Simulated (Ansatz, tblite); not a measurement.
## A script for Ga4SbP3 (GFN1-xTB)

These are simulated results from tblite 0.8.0, not measurements. The cell was built from a prototype and was relaxed with r2SCAN in plane waves (Ansatz 0.2.0). It may be hypothetical. All runs are without spin polarisation.

Space group P-4m2 (No. 115), tetragonal; a = 3.976 Å, c = 11.236 Å in the conventional setting, 22.20 Å³ an atom. P has 4 Ga at 2.39 Å; Ga has 4 P at 2.39 Å; Ga has 2 P at 2.39 Å and 2 Sb at 2.58 Å; Sb has 4 Ga at 2.58 Å.

tblite solves periodic systems at the zone centre alone, so the script builds a cluster of 3×3×1 conventional cells (72 atoms), which folds in a coarse mesh of k points.

run.py reads:

```python
import json
from ase import Atoms
from ase.build import make_supercell
from ase.units import Bohr, GPa, Hartree
from tblite.interface import Calculator

atoms = Atoms(['P', 'Ga', 'P', 'Ga', 'P', 'Ga', 'Sb', 'Ga'],
              cell=[[3.97572156, 0.0, 0.0], [0.0, 3.97572156, 0.0], [0.0, 0.0, 11.23615237]],
              scaled_positions=[[0.0, 0.0, 0.236212991], [0.0, 0.5, 0.117943464], [0.5, 0.5, 0.0], [0.5, 0.0, 0.882056536], [0.0, 0.0, 0.763787009], [0.0, 0.5, 0.645934922], [0.5, 0.5, 0.5], [0.5, 0.0, 0.354065078]],
              pbc=True)
cluster = make_supercell(atoms, [[3, 0, 0], [0, 3, 0], [0, 0, 1]])
calc = Calculator('GFN1-xTB', cluster.numbers, cluster.positions / Bohr, lattice=cluster.cell[:] / Bohr, periodic=cluster.pbc)
calc.set('temperature', 0.02 / Hartree)
calc.set('max-iter', 150)
res = calc.singlepoint()
levels = res.get('orbital-energies') * Hartree
nv = round(res.get('orbital-occupations').sum() / 2)
cells = len(cluster) // len(atoms)
out = {'energy_per_cell': res.get('energy') * Hartree / cells, 'homo': levels[nv - 1], 'lumo': levels[nv],
       'stress': (-res.get('virial') * Hartree / cluster.get_volume() / GPa).tolist(), 'charges': res.get('charges')[:len(atoms)].tolist(), 'electrons': 2 * nv / cells}
json.dump(out, open('results.json', 'w'))
for key, value in out.items():
    print(key, value)
```

Command: `python run.py`. It took 8.7 s on 1 thread of Arm Neoverse V1, on a shared host, peak memory 0.15 GiB.

The log:

```
------------------------------------------------------------
  cycle        total energy    energy error   density error
------------------------------------------------------------
      1     -141.3886161619  -1.4154178E+02   4.3492009E-01
      2     -111.6428180049   2.9745798E+01   5.2651700E-01
      3     -110.9680473240   6.7477068E-01   5.5973081E-01
      4     -139.3456650269  -2.8377618E+01   2.5834859E-01
      5     -143.0080911086  -3.6624261E+00   1.2552502E-01
      6     -143.1954484413  -1.8735733E-01   9.8730499E-02
      7     -143.4322881655  -2.3683972E-01   7.2925104E-02
      8     -143.7259262845  -2.9363812E-01   4.0823847E-02
      9     -143.7309543577  -5.0280731E-03   2.8983269E-02
     10     -143.7174207098   1.3533648E-02   2.0716723E-02
     11     -143.7312597662  -1.3839056E-02   9.2084081E-03
     12     -143.7314370745  -1.7730824E-04   6.2120141E-03
     13     -143.7316444183  -2.0734385E-04   3.9702256E-03
     14     -143.7317664726  -1.2205430E-04   2.6286146E-03
     15     -143.7318642454  -9.7772757E-05   4.7186401E-04
     16     -143.7318730986  -8.8531934E-06   1.0983317E-04
     17     -143.7318738856  -7.8707390E-07   7.3445787E-05
     18     -143.7318741167  -2.3106065E-07   6.6610701E-05
     19     -143.7318740423   7.4425685E-08   5.3164166E-05
     20     -143.7318741347  -9.2385164E-08   2.2546314E-05
     21     -143.7318741583  -2.3666274E-08   6.9632619E-06
------------------------------------------------------------

 total:                                   7.998 sec
energy_per_cell -434.5715013030891
homo -7.112509931401461
lumo -7.112507784319977
stress [[9.282944989479402, 4.710406785387385e-07, -3.947554765614297e-06], [4.710406786093697e-07, 9.282903384028247, 1.7589539703813083e-06], [-3.947554765484854e-06, 1.7589539702840497e-06, 6.930971857191783]]
charges [-0.17336862720610835, 0.21155253294306534, -0.18740344461840647, 0.2115318284695823, -0.17336268792920065, -0.001064764408065716, 0.11317969677432721, -0.0010582025137688966]
electrons 32.0
```

The cycle table is in hartree for the whole cluster, and the lines after it are in eV (the energy for one cell). The printed stress is in GPa and positive in compression, and the pressure is its mean diagonal.

GFN1-xTB gives no gap at the points read. On the same cell, plane-wave PBE (Ansatz, 6×6×2 k points and the special points) gives a gap of 0.69 eV and r2SCAN a gap of 1.05 eV; on shared hosts these took about 25 and 47 core-seconds on the 8-atom cell, against 8.7 for the script. Spin-orbit coupling, left out in all these runs, can cut or reorder the gap by tenths of an eV, up to about 1 eV with Pb or Bi. This method closes a gap that PBE finds, a failure in kind.

The same script was run on cells scaled at fixed shape and fractional coordinates:

| volume (Å³/atom) | energy (meV/atom) | pressure (GPa, positive in compression) | gap (eV) |
| --- | --- | --- | --- |
| 19.54 | 248.5 | 24.06 | 1.14 |
| 20.87 | 95.4 | 13.49 | 0.20 |
| 22.20 | 0.0 | 8.50 | 0.00 |
| 23.53 | -46.5 | 3.00 | 0.00 |
| 24.86 | -54.3 | -0.91 | 0.00 |

A Birch-Murnaghan fit puts the minimum at 24.48 Å³/atom, 10.2 % above the given cell, with a bulk modulus of 75.4 GPa at fixed shape.

xTB was fitted mostly to molecules, and a small cluster samples few k points, so gaps, pressures and kinks along a curve can be far from a solid's.

No spin-orbit coupling is included; it can move band edges with weight on the heavy atoms by tenths of an eV.
